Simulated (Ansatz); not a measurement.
Er3Ge, space group I4/mmm, a conversion between chain and input file

With the Python package of Ansatz (0.2.0).

Run as a notebook:

**Cell 1**
```python
from pathlib import Path

import ansatz as az
```

**Cell 2**
```python
FUNCTIONAL = "pbesol"
KMESH = (9, 9, 9)
OCCUPATIONS = "Gaussian"
SIGMA = 0.3
MAX_SCF = 200
```

**Cell 3**
```python
lattice = az.Lattice.of(
    (-2.233425, 2.233425, 5.094482),
    (2.233425, -2.233425, 5.094482),
    (2.233425, 2.233425, -5.094482),
)
sites = [
    ("Er", (0.75, 0.25, 0.5)),
    ("Er", (0.25, 0.75, 0.5)),
    ("Er", (0.5, 0.5, 0.0)),
    ("Ge", (0.0, 0.0, 0.0)),
]
cell = az.Crystal(lattice=lattice)
for symbol, position in sites:
    cell = cell.atom(symbol, position)
cell = cell.moments(Er=3)
```

**Cell 4**
```python
[site.symbol for site in cell.resolved().sites]
```
Output:
```text
['Er', 'Er', 'Er', 'Ge']
```

**Cell 5**
```python
base = (
    cell.calculation()
    .functional(FUNCTIONAL)
    .pseudopotentials("paw")
    .basis(24 * az.Ha)
    .kpoints(mesh=KMESH, shift=0.5)
    .occupations(OCCUPATIONS, width=SIGMA)
    .spin("collinear")
    .scf(max_iterations=MAX_SCF)
    .phonons("fd", supercell=2, temperatures=(0, 800, 100))
)
Path("written.yaml").write_text(base.to_yaml())
back = az.Calculation.from_yaml("written.yaml")
print(back.to_python())
print("same input:", back.to_yaml() == base.to_yaml())
```
Output:
```text
(
    az.Lattice.of(((-2.233425, 2.233425, 5.094482), (2.233425, -2.233425, 5.094482), (2.233425, 2.233425, -5.094482)))
    .atom("Er", (0.75, 0.25, 0.5))
    .atom("Er", (0.25, 0.75, 0.5))
    .atom("Er", (0.5, 0.5, 0.0))
    .atom("Ge", (0.0, 0.0, 0.0))
    .moments({"Er": 3.0})
    .calculation()
    .basis(cutoff=653.073269903712)
    .kpoints(9, 9, 9, shift=(0.5, 0.5, 0.5))
    .functional("pbesol")
    .pseudopotentials(kind="paw")
    .spin("collinear")
    .scf(max_iterations=200)
    .occupations(method="gaussian", width=0.3)
    .phonons(method="fd", supercell=(2, 2, 2), temperatures=(0.0, 800.0, 100.0))
)

same input: True
```

It writes `written.yaml`:
```yaml
crystal:
  lattice:
    - [-2.233425, 2.233425, 5.094482]
    - [2.233425, -2.233425, 5.094482]
    - [2.233425, 2.233425, -5.094482]
  atoms:
    - { symbol: Er, position: [0.75, 0.25, 0.5] }
    - { symbol: Er, position: [0.25, 0.75, 0.5] }
    - { symbol: Er, position: [0.5, 0.5, 0.0] }
    - { symbol: Ge, position: [0.0, 0.0, 0.0] }
basis:
  ecutwfc: 653.073269903712
kpoints:
  mp_grid:
    grid: [9, 9, 9]
    shift: [0.5, 0.5, 0.5]
hamiltonian:
  xc: pbesol
  pseudopotentials:
    kind: paw
magnetization:
  spin_polarized: true
  per_species:
    Er: 3.0
scf:
  max_iter: 200
  occupations:
    method: gaussian
    width: 0.3
phonons:
  method: fd
  supercell: [2, 2, 2]
  temperatures:
    t_min: 0.0
    t_max: 800.0
    t_step: 100.0
```

The input is only written out: it wasn't run, and its settings aren't tested. The structure comes from a database and needn't be a stable phase.
